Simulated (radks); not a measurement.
# Zn²⁺ in [Ar] 3d10: an all-electron calculation

An exercise on one series of results from a longer session: the logs are not shown, and one member is left open.

The numbers are computed with radks (a radial shooting solver on a logarithmic mesh, Libxc functionals) version 1 (Dirac Kohn-Sham, PBE, spin-unpolarised, spherical densities, finite nucleus), except any that are marked as measured or tabulated.

## The atom as given

| Quantity | Value |
| --- | --- |
| element | zinc (Z = 30) |
| charge | +2 |
| electrons | 28 |
| configuration | [Ar] 3d10 |
| nuclear rms radius | 3.9283 fm |

The outer shells:

Zn²⁺
```
[Ar] core
3d [↑↓][↑↓][↑↓][↑↓][↑↓]
```

Set-up of the first run:

Input:

```text
Z 30
configuration [Ar] 3d10
relativity Dirac
functional pbe,pbe
spin unpolarised
j_filling energy
nucleus finite rms 3.9283 fm
c 137.035999084
```

One of the session's tables, all rows but one given; the rest of the session is left out.

It belongs to the step «Shells». Sizes of the orbitals, from the radial functions (bohr):

| level | <r> | outermost maximum (interpolated) | 90 % within | nodes |
| --- | --- | --- | --- | --- |
| 1s1/2 | ? | ? | ? | ? |
| 2s1/2 | 0.2259 | 0.189 | 0.350 | 1 |
| 2p1/2 | 0.1959 | 0.150 | 0.321 | 0 |
| 2p3/2 | 0.1993 | 0.153 | 0.326 | 0 |
| 3s1/2 | 0.6816 | 0.589 | 1.02 | 2 |
| 3p1/2 | 0.7066 | 0.587 | 1.09 | 1 |
| 3p3/2 | 0.7174 | 0.596 | 1.11 | 1 |
| 3d3/2 | 0.8764 | 0.565 | 1.53 | 0 |
| 3d5/2 | 0.8830 | 0.568 | 1.54 | 0 |

Estimate the missing values for 1s1/2.

As computed: <r>: 0.05031; outermost maximum (interpolated): 0.0329; 90 % within: 0.0899; nodes: 0. In the column «<r>» it is the lowest.
